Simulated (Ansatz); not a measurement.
**AlHSBr− (SMILES [S-][AlH][Br]): single points off equilibrium**

Aim: energy, forces and dipole at a structure displaced at random from a GFN2-xTB minimum, from CCSD(T) and from density functionals.

The runs use Ansatz 0.2.0, Gaussian basis; single points in def2-TZVPPD.

Correlated methods freeze the cores. Filled d shells of the heavier atoms are correlated.

### 1 The system as given

SMILES `[S-][AlH][Br]`, 4 atoms, charge -1, spin multiplicity 1.

Atoms are counted from 1 here; the program's logs count them from 0.

Bond lengths: S1–Al2 1.960 Å, Al2–Br3 2.353 Å, Al2–H4 1.589 Å. Angles: S1–Al2–Br3 128.9°, S1–Al2–H4 136.8°, Br3–Al2–H4 93.3°.

Coordinates:

```xyz
4
AlBrHS
S    -2.01070    0.15180   -0.57620
Al   -0.10600    0.17800   -0.11380
Br    1.25000   -1.58000    0.66590
H     1.00300    1.28060    0.16580
```

### 2 CCSD(T)/def2-TZVPPD

File run/in.yaml:

```yaml
crystal:
  periodic: [false, false, false]
  atoms:
    - {symbol: S, position_ang: [-2.010700, 0.151800, -0.576200]}
    - {symbol: Al, position_ang: [-0.106000, 0.178000, -0.113800]}
    - {symbol: Br, position_ang: [1.250000, -1.580000, 0.665900]}
    - {symbol: H, position_ang: [1.003000, 1.280600, 0.165800]}
basis:
  gaussian: {orbitals: "def2-TZVPPD.json"}
total_charge: -1
correlation: {method: ccsd_t}
output: {forces: true}
```

The basis file named in the input lies beside it (Basis Set Exchange, JSON).

The command line of these runs was not kept.

### 3 PBE0-D4/def2-TZVPPD

run/in.yaml, as its differences from that of step 2:

```diff
@@ -10,3 +10,3 @@
 total_charge: -1
-correlation: {method: ccsd_t}
-output: {forces: true}
+hamiltonian: {xc: pbe0, dispersion: d4}
+output: {forces: true, orbitals: {seedname: orbitals}}
```

### 4 wB97M-V/def2-TZVPPD

run/in.yaml, as its differences from that of step 3:

```diff
@@ -10,3 +10,3 @@
 total_charge: -1
-hamiltonian: {xc: pbe0, dispersion: d4}
-output: {forces: true, orbitals: {seedname: orbitals}}
+hamiltonian: {xc: {name: wB97M-V}}
+output: {forces: true}
```

### 5 r2SCAN-D4/def2-TZVPPD

run/in.yaml, as its differences from that of step 4:

```diff
@@ -10,3 +10,3 @@
 total_charge: -1
-hamiltonian: {xc: {name: wB97M-V}}
+hamiltonian: {xc: r2scan, dispersion: d4}
 output: {forces: true}
```

### 6 PBE-D4/def2-TZVPPD

run/in.yaml, as its differences from that of step 5:

```diff
@@ -10,3 +10,3 @@
 total_charge: -1
-hamiltonian: {xc: r2scan, dispersion: d4}
+hamiltonian: {xc: pbe, dispersion: d4}
 output: {forces: true}
```

### 7 r2SCANh-D4/def2-TZVPPD

run/in.yaml, as its differences from that of step 6:

```diff
@@ -10,3 +10,3 @@
 total_charge: -1
-hamiltonian: {xc: pbe, dispersion: d4}
+hamiltonian: {xc: {name: r2SCANh}, dispersion: d4}
 output: {forces: true}
```

### 8 CAM-B3LYP-D4/def2-TZVPPD

run/in.yaml, as its differences from that of step 7:

```diff
@@ -10,3 +10,3 @@
 total_charge: -1
-hamiltonian: {xc: {name: r2SCANh}, dispersion: d4}
+hamiltonian: {xc: {name: CAM-B3LYP}, dispersion: d4}
 output: {forces: true}
```

(Steps that only read results are left out.)

**Question.** What will these runs give? Wanted: RMS force component; RMS force error; HOMO and LUMO, PBE0-D4; T1 diagnostic.

The runs gave:

```
              quantity                                                                                                   value
   RMS force component                                                                    1.062 to 1.251 eV/Å over the methods
       RMS force error  PBE0-D4 0.142, wB97M-V 0.148, r2SCAN-D4 0.105, PBE-D4 0.098, r2SCANh-D4 0.128, CAM-B3LYP-D4 0.198 eV/Å
HOMO and LUMO, PBE0-D4                                                                                       -1.93 and 3.11 eV
         T1 diagnostic                                                                                                   0.009
```

On forces the order runs from PBE-D4 to CAM-B3LYP-D4. Frozen-core CCSD(T) forces in triple zeta carry basis errors of their own, and this is one geometry, so small gaps rank nothing.
